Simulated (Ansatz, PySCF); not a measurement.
Lu(OH)3 in two programs

Lu(OH)3 (singlet in the valence; each metal's 4f electrons, 14 of them, lie in its core potential, out of spins and levels), relaxed with PySCF 2.14.0, RKS r2SCAN, Lu lcecp-1-SVP with ECP60, O def2-SVP, H def2-SVP; non-relativistic Hamiltonian with scalar-relativistic core potentials where named; density fitting; no spin-orbit coupling:

```xyz
7

Lu    0.0000    0.0000    0.1388
O     2.0029    0.0000    0.1441
H     2.9596    0.0000    0.1487
O    -1.0015    1.7346    0.1441
H    -1.4798    2.5631    0.1487
O    -1.0015   -1.7346    0.1441
H    -1.4798   -2.5631    0.1487
```

There the HOMO–LUMO gap is 4.69 eV. The 4f levels lie in the core potential and are missing.

The same geometry by Ansatz 0.2.0 (PBE, PAW with the 4f shell of lanthanides and the 5f shell of actinides in the valence, a periodic box with 9 Å of vacuum):

```tsv
spin-orbit coupling	gap (eV)	largest force component (eV/Å)
without	3.78	0.37
```

Question: What does the run with spin-orbit coupling give?

Answer: gap (eV): 3.75, largest force component (eV/Å): 0.41. It took 19 s on 2 threads of Intel(R) Xeon(R) Platinum 8488C (Sapphire Rapids), with other jobs on the host, peak memory 2.2 GiB.

The spin-orbit runs use fully relativistic datasets of their own, so changes of a few hundredths of an eV needn't come from the coupling.

No frequency check is given that shows the relaxed geometry to be a minimum. An lcecp potential fixes the number of 4f electrons, so in runs with it no electron can move into or out of that shell.

The two programs differ in functional, so their gaps don't test each other.
